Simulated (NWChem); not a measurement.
# C2H8OSi2 (SMILES C1C[SiH2][SiH2]O1) at 4 levels

Aim: a comparison of 4 runs (HF/STO-3G, HF/3-21G, B3LYP/6-31G*) of C2H8OSi2. 

Program for the calculation: NWChem 7.3.0.

## Step 1: The molecule

C2H8OSi2: 13 atoms, total charge 0, spin state singlet. As SMILES, `C1C[SiH2][SiH2]O1`. The coordinates come from a PBE0-D4/def2-TZVP relaxation. This is one conformer, not always the lowest.

Bond lengths: C1–C2 1.531 Å, C2–Si3 1.899 Å, Si3–Si4 2.337 Å, C1–O5 1.420 Å, Si4–O5 1.663 Å, C1–H6 1.098 Å, C1–H7 1.093 Å, C2–H8 1.093 Å, C2–H9 1.095 Å, Si3–H10 1.489 Å, Si3–H11 1.486 Å, Si4–H12 1.485 Å, Si4–H13 1.490 Å. Some angles: C1–C2–Si3 108.5°, C2–C1–O5 112.1°, C2–Si3–Si4 89.5°, Si3–Si4–O5 93.9°, C1–O5–Si4 118.2°, C1–C2–H8 110.5°, C1–C2–H9 109.5°, Si3–C2–H8 112.8°, Si3–C2–H9 108.0°, C2–C1–H6 109.9°.

## Step 2: Energy and gradient at HF/STO-3G (run 1)

run.py reads:

```python
from ase import Atoms
from ase.calculators.nwchem import NWChem

atoms = Atoms(['C', 'C', 'Si', 'Si', 'O', 'H', 'H', 'H', 'H', 'H', 'H', 'H', 'H'], positions=[
    [-1.005000, 0.956100, 0.265500],
    [-0.570000, -0.233200, 1.125700],
    [1.077200, -0.894000, 0.449200],
    [0.539800, -0.022500, -1.651200],
    [-0.866700, 0.690800, -1.122700],
    [-0.418800, 1.845700, 0.532700],
    [-2.057400, 1.197600, 0.435700],
    [-0.510500, 0.057600, 2.177500],
    [-1.313600, -1.032500, 1.046000],
    [2.249100, -0.251300, 1.105300],
    [1.199300, -2.369100, 0.582700],
    [0.203500, -0.969800, -2.744400],
    [1.493400, 0.989700, -2.187400],
])

calc = NWChem(
    label='sp',
    theory='scf',
    memory='2200 mb',
    basis='STO-3G',
    basispar='spherical bse',
    scf={'nopen': '0', 'rhf': None, 'thresh': '1e-08', 'maxiter': '80'},
)
atoms.calc = calc

forces = atoms.get_forces()
e = atoms.get_potential_energy()
print(f"E = {e:.6f} eV")
print("forces (eV/A):")
for s, f in zip(atoms.symbols, forces):
    print(f"{s:2s} {f[0]:10.5f} {f[1]:10.5f} {f[2]:10.5f}")
print("dipole (e A):", atoms.get_dipole_moment().round(4))
```

Run with:

```sh
$ export ASE_NWCHEM_COMMAND="nwchem PREFIX.nwi > PREFIX.nwo"
$ python run.py
```

Standard output:

```text
E = -19716.376139 eV
forces (eV/A):
C     0.19381    0.41143   -0.68592
C     0.75544   -1.33682    1.12280
Si    0.71276   -0.05883   -0.71117
Si    2.14199   -1.04896    0.11436
O    -1.47432    0.73102   -0.81468
H    -0.01800    0.04571    0.23623
H    -0.09050    0.05410    0.13149
H    -0.11318   -0.06335   -0.39389
H     0.18394    0.42233    0.09256
H    -1.36886   -0.75169   -0.71770
H    -0.17175    1.66428   -0.14244
H     0.34288    1.03250    1.19412
H    -1.09421   -1.10167    0.57423
dipole (e A): [ 0.2771 -0.1611  0.1305]
```

The calculator wrote sp.nwi:

```
title "sp"

permanent_dir sp

scratch_dir sp

start sp

geometry units angstrom nocenter noautosym noautoz
  C  -1.0049999999999999e+00 9.5609999999999995e-01 2.6550000000000001e-01
  C  -5.6999999999999995e-01 -2.3319999999999999e-01 1.1256999999999999e+00
  Si 1.0771999999999999e+00 -8.9400000000000002e-01 4.4919999999999999e-01
  Si 5.3979999999999995e-01 -2.2499999999999999e-02 -1.6512000000000000e+00
  O  -8.6670000000000003e-01 6.9079999999999997e-01 -1.1227000000000000e+00
  H  -4.1880000000000001e-01 1.8456999999999999e+00 5.3269999999999995e-01
  H  -2.0573999999999999e+00 1.1976000000000000e+00 4.3569999999999998e-01
  H  -5.1049999999999995e-01 5.7599999999999998e-02 2.1775000000000002e+00
  H  -1.3136000000000001e+00 -1.0325000000000000e+00 1.0460000000000000e+00
  H  2.2490999999999999e+00 -2.5130000000000002e-01 1.1052999999999999e+00
  H  1.1993000000000000e+00 -2.3691000000000000e+00 5.8270000000000000e-01
  H  2.0349999999999999e-01 -9.6980000000000000e-01 -2.7444000000000002e+00
  H  1.4934000000000001e+00 9.8970000000000002e-01 -2.1873999999999998e+00
end

memory 2200 mb

basis spherical bse noprint
   * library STO-3G
end

scf
  nopen 0
  rhf
  thresh 1e-08
  maxiter 80
end

task scf gradient
```

sp.nwo (excerpt; [...] marks lines left out):

```text
[...]
      One-electron energy =  -1605.978157581537
[... 1 line left out ...]
 Nuclear repulsion energy =    300.961148809733
[... 46 lines left out ...]
                       ROHF Final Molecular Orbital Analysis
[... 223 lines left out ...]
     1   1 0 0      0.523651      0.000000     13.415921
[...]
  wavefunction    =   RHF
                         RHF ENERGY GRADIENTS
    atom               coordinates                        gradient
                 x          y          z           x          y          z
   1 C      -1.899175   1.806767   0.501722   -0.003769  -0.008001   0.013339
   2 C      -1.077144  -0.440684   2.127265   -0.014691   0.025997  -0.021835
   3 Si      2.035613  -1.689415   0.848865   -0.013861   0.001144   0.013830
[... 9 lines of this table left out ...]
  13 H       2.822117   1.870262  -4.133587    0.021279   0.021424  -0.011167
[...]
```

It took 9.3 s on 1 thread of Intel Xeon Platinum 8259CL at 2.50GHz (Skylake/Cascade Lake), shared host; peak memory 0.098 GiB.

## Step 3: Energy and forces at HF/3-21G (run 2)

c2h8osi2.nw reads:

```
START c2h8osi2
memory stack 880 mb heap 220 mb global 1100 mb
GEOMETRY units angstrom noautosym nocenter noautoz
 C       -1.005000       0.956100       0.265500
 C       -0.570000      -0.233200       1.125700
 Si       1.077200      -0.894000       0.449200
 Si       0.539800      -0.022500      -1.651200
 O       -0.866700       0.690800      -1.122700
 H       -0.418800       1.845700       0.532700
 H       -2.057400       1.197600       0.435700
 H       -0.510500       0.057600       2.177500
 H       -1.313600      -1.032500       1.046000
 H        2.249100      -0.251300       1.105300
 H        1.199300      -2.369100       0.582700
 H        0.203500      -0.969800      -2.744400
 H        1.493400       0.989700      -2.187400
END
BASIS spherical bse
 * library 3-21G
END
SCF
 thresh 1e-08
 maxiter 80
END
TASK scf gradient
```

Run with:

```sh
$ nwchem c2h8osi2.nw > c2h8osi2.out
```

Standard output:

```text
[...]
  functions       =    69
[...]
  wavefunction    = RHF
[...]
         Total SCF energy =   -729.211944788952
      One-electron energy =  -1606.964697599741
      Two-electron energy =    576.791604001056
 Nuclear repulsion energy =    300.961148809733
        Time for solution =      7.4s
[...]
                         RHF ENERGY GRADIENTS
    atom               coordinates                        gradient
                 x          y          z           x          y          z
   1 C      -1.899175   1.806767   0.501722    0.020372  -0.027101  -0.015711
   2 C      -1.077144  -0.440684   2.127265    0.010694   0.008146  -0.015184
   3 Si      2.035613  -1.689415   0.848865   -0.014669   0.009201  -0.005216
   4 Si      1.020074  -0.042519  -3.120316   -0.016138   0.005354   0.028186
   5 O      -1.637826   1.305423  -2.121595    0.012875  -0.004116   0.003504
   6 H      -0.791417   3.487867   1.006657    0.003278   0.006975   0.000817
   7 H      -3.887922   2.263136   0.823354   -0.009234   0.002313  -0.000253
   8 H      -0.964705   0.108848   4.114878    0.000578   0.000796   0.006650
   9 H      -2.482344  -1.951142   1.976653   -0.003773  -0.004745  -0.000116
  10 H       4.250183  -0.474888   2.088714   -0.000223  -0.000310   0.000528
  11 H       2.266348  -4.476950   1.101143   -0.000107   0.000083   0.000951
[...]
```

Wall time 9.6 s (1 thread of Intel Xeon Platinum 8259CL at 2.50GHz (Skylake/Cascade Lake), shared host); peak memory 0.098 GiB.

Run 3 isn't shown in full; the table further down has it.

## Step 4: Energy and forces at B3LYP/6-31G(d) (Cartesian functions) (run 4)

m1.nw reads:

```
start m1
memory total 2200 mb
charge 0

geometry noautosym nocenter noautoz
  C       -1.005000       0.956100       0.265500
  C       -0.570000      -0.233200       1.125700
  Si       1.077200      -0.894000       0.449200
  Si       0.539800      -0.022500      -1.651200
  O       -0.866700       0.690800      -1.122700
  H       -0.418800       1.845700       0.532700
  H       -2.057400       1.197600       0.435700
  H       -0.510500       0.057600       2.177500
  H       -1.313600      -1.032500       1.046000
  H        2.249100      -0.251300       1.105300
  H        1.199300      -2.369100       0.582700
  H        0.203500      -0.969800      -2.744400
  H        1.493400       0.989700      -2.187400
end

basis "ao basis"
  C library 6-31G*
  Si library 6-31G*
  O library 6-31G*
  H library 6-31G*
end

dft
  xc b3lyp
  grid fine
  convergence energy 1e-08
  iterations 100
  mulliken
  print medium
end

task dft gradient
```

Run with:

```sh
$ nwchem m1.nw > m1.out
```

Standard output (excerpt; [...] marks lines left out):

```text
[...]
          Wavefunction type:  closed shell.
          No. of atoms     :    13
          No. of electrons :    56
[...]
          Charge           :     0
          Spin multiplicity:     1
[...]
          AO basis - number of functions:    99
[...]
              XC Information
              --------------
                         B3LYP Method XC Potential
                     Hartree-Fock (Exact) Exchange  0.200
                        Slater Exchange Functional  0.800 local
                    Becke 1988 Exchange Functional  0.720 non-local
              Lee-Yang-Parr Correlation Functional  0.810
                  VWN I RPA Correlation Functional  0.190 local
[...]
 d= 0,ls=0.0,diis     1   -735.1815233004 -1.04D+03  1.36D-02  7.59D-01     6.5
[...]
 d= 0,ls=0.0,diis     8   -735.2579290174 -8.23D-09  7.88D-06  5.86D-07    40.5
         Total DFT energy =     -735.257929017383
      One electron energy =    -1612.761698079499
           Coulomb energy =      640.923791794586
    Exchange-Corr. energy =      -64.381171542203
 Nuclear repulsion energy =      300.961148809733
[...]
      Total Density - Mulliken Population Analysis
     ---------------------------------------------
[...]
  wavefunction    = closed shell
                         DFT ENERGY GRADIENTS
    atom               coordinates                        gradient
                 x          y          z           x          y          z
   1 C      -1.899175   1.806767   0.501722    0.002541  -0.005083  -0.003150
   2 C      -1.077144  -0.440684   2.127265    0.001204   0.002992  -0.004368
   3 Si      2.035613  -1.689415   0.848865   -0.005479   0.002462   0.001139
   4 Si      1.020074  -0.042519  -3.120316   -0.007377   0.003065   0.004954
   5 O      -1.637826   1.305423  -2.121595    0.008825  -0.003082   0.004305
   6 H      -0.791417   3.487867   1.006657   -0.000656  -0.001776  -0.000668
   7 H      -3.887922   2.263136   0.823354    0.001694  -0.000780  -0.000456
   8 H      -0.964705   0.108848   4.114878    0.000602  -0.000614  -0.002161
   9 H      -2.482344  -1.951142   1.976653    0.001384   0.001306  -0.000206
  10 H       4.250183  -0.474888   2.088714   -0.000666   0.000177  -0.000531
  11 H       2.266348  -4.476950   1.101143   -0.000319   0.000732  -0.000344
[...]
```

Wall time 53 s (1 thread of Intel Xeon Platinum 8259CL at 2.50GHz (Skylake/Cascade Lake), shared host); peak memory 0.13 GiB.

## Step 5: The series

| run | level | iteration cap | module | energy (Eh) | dipole moment (D) | HOMO energy (eV) | LUMO energy (eV) | wall time |
| --- | --- | --- | --- | --- | --- | --- | --- | --- |
| 1 | HF/STO-3G | 80 | scf | -724.563465 | 1.66 | -7.59 | 10.28 | 9.3 s |
| 2 | HF/3-21G | 80 | scf | -729.211945 | 1.82 | -10.26 | 3.69 | 9.6 s |
| 3 | B3LYP/6-31G* (spherical functions) | 100 | dft | -735.252009 | 1.37 | -7.20 | 0.10 | 52 s |
| 4 | B3LYP/6-31G* (Cartesian functions) | 100 | dft | -735.257929 | 1.37 | -7.20 | 0.08 | 53 s |

## Step 6: Results

| quantity | value |
| --- | --- |
| run 4: total energy | -735.25793 Eh |
| run 4: dipole moment | 1.37 D |
| run 4: HOMO energy | -7.20 eV |
| run 4: LUMO energy | 0.08 eV |
| run 4: HOMO–LUMO gap | 7.29 eV |
| run 4: largest force on an atom | 0.529 eV/Å |

What this shows: The dipole moment (its size) runs from 1.37 D (B3LYP/6-31G*) to 1.82 D (HF/3-21G). The two ends differ in method and basis. The HOMO–LUMO gap runs from 7.29 eV (B3LYP/6-31G*) to 17.87 eV (HF/STO-3G). In run 1 the basis is minimal, so the values are rough. All runs together took 2.1 min, the longest 53 s.
